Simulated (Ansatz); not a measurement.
**CH10N2OSi2: a ladder of functionals**

One table from this session's results is given with a row withheld; the runs are named, their logs left out.

The runs use Ansatz 0.2.0, Gaussian basis; functionals in def2-TZVPP.

The runs, in order: LDA (SPW92), PBE-D4, revPBE-D4, BLYP-D4, r2SCAN-D4, B97M-V, PBE0-D4.

### The relaxed structure

An earlier PBE0-D4 in a triple-zeta def2 set relaxation fixed the geometry.

SMILES `C[Si@@H](N)[Si@@H](N)O`, 16 atoms, charge 0, spin multiplicity 1.

Atoms are counted from 1 here; the program's logs count them from 0.

Bond lengths: C1–Si2 1.869 Å, C1–H7 1.093 Å, C1–H8 1.092 Å, C1–H9 1.094 Å, Si2–N3 1.737 Å, Si2–Si4 2.347 Å, Si2–H10 1.503 Å, N3–H11 1.009 Å, N3–H12 1.009 Å, Si4–N5 1.725 Å, Si4–O6 1.655 Å, Si4–H13 1.491 Å, N5–H14 1.009 Å, N5–H15 1.008 Å, O6–H16 0.960 Å. Angles: Si2–C1–H7 110.5°, Si2–C1–H8 110.8°, Si2–C1–H9 111.1°, H7–C1–H8 108.3°, H7–C1–H9 107.7°, H8–C1–H9 108.4°, C1–Si2–N3 108.4°, C1–Si2–Si4 113.2°, C1–Si2–H10 107.5°, N3–Si2–Si4 102.2°, N3–Si2–H10 114.1°, Si4–Si2–H10 111.5°, Si2–N3–H11 119.5°, Si2–N3–H12 117.9°, H11–N3–H12 110.0°, Si2–Si4–N5 105.4°, Si2–Si4–O6 109.4°, Si2–Si4–H13 115.7° and more.

The first run:

in.yaml reads:

```yaml
crystal:
  periodic: [false, false, false]
  atoms:
    - {symbol: C, position_ang: [-0.012968, 0.400468, 2.345333]}
    - {symbol: Si, position_ang: [0.500110, -0.363986, 0.718434]}
    - {symbol: N, position_ang: [-0.513117, -1.742484, 0.417586]}
    - {symbol: Si, position_ang: [0.039958, 1.004440, -1.131562]}
    - {symbol: N, position_ang: [0.611672, 0.129227, -2.503770]}
    - {symbol: O, position_ang: [-1.594111, 1.235845, -1.249687]}
    - {symbol: H, position_ang: [0.614496, 1.264564, 2.577274]}
    - {symbol: H, position_ang: [-1.052857, 0.731716, 2.306707]}
    - {symbol: H, position_ang: [0.090555, -0.314526, 3.166300]}
    - {symbol: H, position_ang: [1.964494, -0.688814, 0.813109]}
    - {symbol: H, position_ang: [-0.626598, -2.441944, 1.136074]}
    - {symbol: H, position_ang: [-0.452823, -2.183841, -0.487767]}
    - {symbol: H, position_ang: [0.547461, 2.403203, -1.043940]}
    - {symbol: H, position_ang: [0.515946, 0.513692, -3.431750]}
    - {symbol: H, position_ang: [1.462219, -0.405720, -2.426665]}
    - {symbol: H, position_ang: [-2.117340, 0.435561, -1.161177]}
basis:
  gaussian: {orbitals: def2-TZVPP}
hamiltonian: {xc: lda}
output: {orbitals: {seedname: orbitals}}
```

Run with:

```console
$ ansatz run in.yaml --threads 2 --pin off --events-out ev --progress --plain --max-ram 32768MiB --backend cuda --devices 0, --max-vram 18GiB
```

Steps of the session up to this table: LDA; PBE-D4 (GGA); revPBE-D4 (GGA); BLYP-D4 (GGA); r2SCAN-D4 (meta-GGA); B97M-V (meta-GGA); PBE0-D4 (hybrid).

One of the session's tables, all rows but one given; the rest of the session is left out.

It belongs to the step «Frontier levels by functional». 

| functional | HOMO (eV) | LUMO (eV) | gap (eV) |
| --- | --- | --- | --- |
| LDA (SPW92) | -5.73 | -0.93 | 4.79 |
| PBE-D4 | -5.64 | -0.72 | 4.91 |
| revPBE-D4 | -5.59 | -0.61 | 4.98 |
| BLYP-D4 | -5.55 | -0.63 | 4.92 |
| r2SCAN-D4 | -5.91 | -0.32 | 5.59 |
| B97M-V | ? | ? | ? |
| PBE0-D4 | -6.91 | 0.11 | 7.02 |

Q: Estimate the row for B97M-V from the others.

**Answer.** HOMO (eV): -6.02; LUMO (eV): -0.62; gap (eV): 5.40. In the column «HOMO (eV)» it lies between PBE0-D4 (-6.91) and r2SCAN-D4 (-5.91).
